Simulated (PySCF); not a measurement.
**A gas-phase reaction: CH5ClGe + Br2 → CH4BrClGe + BrH**

Wanted: the reaction energy for `[CH3][GeH2][Cl]` + `BrBr` → `[CH3][GeH]([Cl])[Br]` + `Br`.

Programs: PySCF 2.14.0. All values are calculated, for the isolated system unless a continuum is named. Atoms count from 0, parts from 1.

## 1. Starting point

Each species was relaxed by itself at PBE0-D3(BJ)/def2-SVP.

## 2. Reaction energy: wB97M-D3(BJ)/def2-TZVPD

What the job is given:

```
{"job": {"kind": "react", "xc": "wB97M-D3(BJ)", "basis": "def2-TZVPD"}, "charge": 0, "multiplicity": 1}
-1 CH5ClGe charge 0 multiplicity 1
C      0.142010     1.057600     0.095900
Ge    -0.122140    -0.856250    -0.077020
Cl     1.836130    -1.763070    -0.325180
H      0.636740     1.449490    -0.803670
H     -0.826200     1.564970     0.221920
H      0.773550     1.270240     0.969700
H     -0.737000    -1.482220     1.185680
H     -0.936650    -1.227890    -1.327100

-1 Br2 charge 0 multiplicity 1
Br     1.149010    -0.000780     0.002820
Br    -1.149240     0.003560     0.005250

+1 CH4BrClGe charge 0 multiplicity 1
C     -0.884380    -0.295550    -0.581380
Ge     0.554060     0.258380     0.583140
Cl     1.417580     2.068920    -0.215100
Br     2.183070    -1.374420     0.581060
H     -1.681660     0.461420    -0.571180
H     -1.284750    -1.262210    -0.244850
H     -0.496230    -0.399740    -1.603870
H      0.186360     0.537600     2.045370

+1 BrH charge 0 multiplicity 1
Br     0.714000    -0.000760    -0.001540
H     -0.708110     0.003690     0.000900
```

With the program's defaults for keys left out, this is: wB97M-D3(BJ)/def2-TZVPD reaction energy of separated species, gas phase.

On the command line:

```
> OMP_NUM_THREADS=1 python cluster_run.py task.json out
```

One launch serves the whole session: the jobs run in the order shown.

**Question.** The jobs that follow are: PBE0-D3(BJ)/def2-TZVPD reaction energy of separated species, gas phase. Predict: reaction energy (wB97M-D3(BJ)/def2-TZVPD); ΔH, ΔG at 298 K (xTB thermal terms). Thermal terms come from harmonic xTB runs on each species.

**Answer**, as computed:

```
                                                quantity                      value
               reaction energy (wB97M-D3(BJ)/def2-TZVPD)            -42.52 kcal/mol
                     ΔH, ΔG at 298 K (xTB thermal terms)      -43.0, -42.9 kcal/mol
range of the reaction energy over the runs of this table  -42.59 to -42.52 kcal/mol
```

In words: The reaction is exothermic by 43.0 kcal/mol in the gas phase; dispersion gives -0.63, and xTB itself gave -31.48 for the electronic energy (xTB energies and thermal terms come from the earlier relaxation of each species, not shown). No barrier was sought. xTB and this level differ widely in the electronic energy, so what comes from xTB (the thermal terms above all) is less safe here. The reaction energy runs from -42.59 (PBE0-D3(BJ)/def2-TZVPD) to -42.52 kcal/mol (wB97M-D3(BJ)/def2-TZVPD).
